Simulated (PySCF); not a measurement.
# C4H5NOS: reorganisation energies

Aim: compute the reorganisation energies of C4H5NOS (`CSc1ncco1`).

Programs: PySCF 2.14.0, with routines of our own; each step states its level. All values are computed. Atoms count from 0.

## 1. The starting structure

12 atoms, charge 0, multiplicity 1; geometry from: GFN2-xTB.

## 2. Relaxing the molecule at CAM-B3LYP/def2-SV(P)

The job: settings as JSON, then the geometry in Å.

```
{"job": {"xc": "CAM-B3LYP", "basis": "def2-SV(P)", "grid": 1, "kind": "geom"}, "charge": 0, "multiplicity": 1}
C      2.351331     0.345967    -0.207122
S      1.502427    -1.204533     0.205317
C     -0.114125    -0.594470     0.226754
N     -0.479760     0.630687    -0.003475
C     -1.840757     0.610674     0.129337
C     -2.234698    -0.648528     0.439463
O     -1.125753    -1.431095     0.502568
H      3.410319     0.117524    -0.258331
H      2.148988     1.075279     0.569450
H      1.985014     0.704819    -1.162623
H     -2.419756     1.499440    -0.007111
H     -3.182031    -1.106451     0.628005
```

The run is started by

```console
$ OMP_NUM_THREADS=1 python excited_run.py task.json out
```

One launch serves the whole session: the jobs run in the order shown.

Standard output:

```text
step   0  E = -683.10012925  max force = 0.013642
step   1  E = -683.10202031  max force = 0.004127
step   2  E = -683.10209124  max force = 0.002794
step   3  E = -683.10211848  max force = 0.002762
step   4  E = -683.10213420  max force = 0.001322
step   5  E = -683.10214008  max force = 0.000709
step   6  E = -683.10214383  max force = 0.000088
optimisation converged
```

Run time: 41 s. Hardware: 1 thread of Arm Neoverse V1, shared host; peak memory 0.61 GiB.

The steps of the relaxation:

| step | energy from step 0 (eV) | largest force component (eV/Å) |
| --- | --- | --- |
| 0 | 0.0000 | 0.7015 |
| 1 | -0.0515 | 0.2122 |
| 2 | -0.0534 | 0.1437 |
| 3 | -0.0541 | 0.1420 |
| 4 | -0.0546 | 0.0680 |
| 5 | -0.0547 | 0.0365 |
| 6 | -0.0548 | 0.0045 |

Close pairs (by a distance rule), those that changed most:

| bond | before (Å) | after (Å) | change (Å) |
| --- | --- | --- | --- |
| C4–H10 | 1.069 | 1.089 | +0.020 |
| S1–C2 | 1.728 | 1.745 | +0.017 |
| C5–H11 | 1.069 | 1.086 | +0.017 |
| N3–C4 | 1.368 | 1.384 | +0.016 |
| C0–H7 | 1.085 | 1.100 | +0.016 |
| C0–H8 | 1.084 | 1.099 | +0.015 |
| C0–H9 | 1.084 | 1.099 | +0.015 |
| C2–N3 | 1.299 | 1.291 | -0.008 |

The end geometry stands in the next job.

| at the end point | value |
| --- | --- |
| rotational constants (GHz, main isotopes) | 6.055, 1.630, 1.295 |
| dipole moment (D) | 0.47 |

## 3. Relaxation after adding or removing an electron (C4H5NOS+ (doublet)): UKS CAM-B3LYP/def2-SV(P)

The job: settings as JSON, then the geometry in Å.

```
{"job": {"kind": "ionopt", "ions": [1], "xc": "CAM-B3LYP", "basis": "def2-SV(P)", "grid": 1}, "charge": 1, "multiplicity": 2}
C      2.585185     0.360974    -0.165992
S      1.698547    -1.128557     0.350897
C      0.079420    -0.477828     0.324370
N     -0.313704     0.708702     0.001224
C     -1.688063     0.666843     0.156072
C     -2.049578    -0.568510     0.571660
O     -0.910747    -1.312243     0.683795
H      3.648711     0.082838    -0.211521
H      2.438500     1.171721     0.561676
H      2.239365     0.693545    -1.154875
H     -2.316179     1.533525    -0.044711
H     -2.985515    -1.061443     0.818097
```

Level: UKS CAM-B3LYP/def2-SV(P) geometry optimisation of the ion from the geometry of its parent, gas phase.

Standard output:

```text
step       E/Eh        max force   <S^2>
  0    -682.79021818   0.053932   0.7718
  1    -682.79846957   0.010601   0.7718
  2    -682.79962441   0.003971   0.7715
  3    -682.79973864   0.002417   0.7714
  4    -682.79976961   0.001297   0.7713
  5    -682.79976557   0.001449   0.7712
  6    -682.79977574   0.000448   0.7712
optimisation converged
```

Run time: 77 s. Hardware: 1 thread of Arm Neoverse V1, shared host; peak memory 0.67 GiB.

Key values:

| quantity | value |
| --- | --- |
| geometry moved (RMSD) | 0.045 Å |
| ⟨S²⟩ | 0.771 |

Bonds of the start that changed most:

| bond | start (Å) | end (Å) |
| --- | --- | --- |
| S1–C2 | 1.745 | 1.681 |
| C4–C5 | 1.353 | 1.406 |
| N3–C4 | 1.384 | 1.331 |
| C5–O6 | 1.365 | 1.327 |
| C2–N3 | 1.291 | 1.326 |
| O6–C2 | 1.344 | 1.358 |

Mulliken spin populations:

| atom | value (e) |
| --- | --- |
| C0 | -0.02 |
| S1 | 0.44 |
| C2 | 0.01 |
| N3 | 0.11 |
| C4 | 0.05 |
| C5 | 0.42 |
| O6 | -0.01 |
| H7 | 0.00 |
| H8 | 0.01 |
| H9 | 0.01 |
| H10 | 0.00 |
| H11 | -0.02 |

## 4. Reorganisation energies: UKS CAM-B3LYP/def2-SV(P)

The job, as its differences from that of step 3:

```diff
@@ -1,2 +1,2 @@
-{"job": {"kind": "ionopt", "ions": [1], "xc": "CAM-B3LYP", "basis": "def2-SV(P)", "grid": 1}, "charge": 1, "multiplicity": 2}
+{"job": {"kind": "reorg", "ions": [1, -1], "xc": "CAM-B3LYP", "basis": "def2-SV(P)", "grid": 1}, "charge": 0, "multiplicity": 1}
 C      2.585185     0.360974    -0.165992
```

With the program's defaults for keys left out, this is: UKS CAM-B3LYP/def2-SV(P) four-point reorganisation energy, gas phase.

Standard output:

```text
final grid: 49696 points
cycle   1  E = -683.0255418240  dE =  1.422e+00  |g| = 5.794e-01  |ddm| = 3.826e+00
cycle   2  E = -683.0065111341  dE =  1.903e-02  |g| = 7.074e-01  |ddm| = 9.678e-01
cycle   3  E = -683.1015942578  dE = -9.508e-02  |g| = 4.210e-02  |ddm| = 5.255e-01
cycle   4  E = -683.1020214685  dE = -4.272e-04  |g| = 2.191e-02  |ddm| = 7.572e-02
cycle   5  E = -683.1021166694  dE = -9.520e-05  |g| = 1.089e-02  |ddm| = 3.049e-02
cycle   6  E = -683.1021411159  dE = -2.445e-05  |g| = 3.153e-03  |ddm| = 1.079e-02
cycle   7  E = -683.1021434167  dE = -2.301e-06  |g| = 1.095e-03  |ddm| = 3.813e-03
cycle   8  E = -683.1021437793  dE = -3.625e-07  |g| = 3.934e-04  |ddm| = 1.655e-03
cycle   9  E = -683.1021438293  dE = -5.004e-08  |g| = 1.238e-04  |ddm| = 6.861e-04
cycle  10  E = -683.1021438345  dE = -5.203e-09  |g| = 3.552e-05  |ddm| = 1.965e-04
cycle  11  E = -683.1021438350  dE = -4.434e-10  |g| = 1.057e-05  |ddm| = 6.893e-05
converged SCF energy = -683.1021438350

hole transfer: vertical 8.4270 eV, relaxation of the ion converged
  adiabatic 8.2279 eV, lambda(ion) 0.1992, lambda(parent) 0.2268, total 0.4259 eV

electron transfer: vertical -2.2389 eV, relaxation of the ion skipped
```

Run time: 16 s. Hardware: 1 thread of Arm Neoverse V1, shared host; peak memory 0.67 GiB.

## 5. Outcome

| quantity | value |
| --- | --- |
| rotational constants (main isotopes) | 6.05, 1.63, 1.30 GHz |
| geometry moved (RMSD) (step 3, UKS CAM-B3LYP/def2-SV(P)) | 0.045 Å |
| hole reorganisation energy (step 4, UKS CAM-B3LYP/def2-SV(P)) | 0.4259 eV |

What this shows: The optimisation took 6 steps and gained 0.055 eV; among the close pairs (by a distance rule), C4–H10 changed most, from 1.069 to 1.089 Å. In step 3 (relaxation after adding or removing an electron), among the bonds S1–C2 changes most, from 1.745 to 1.681 Å.
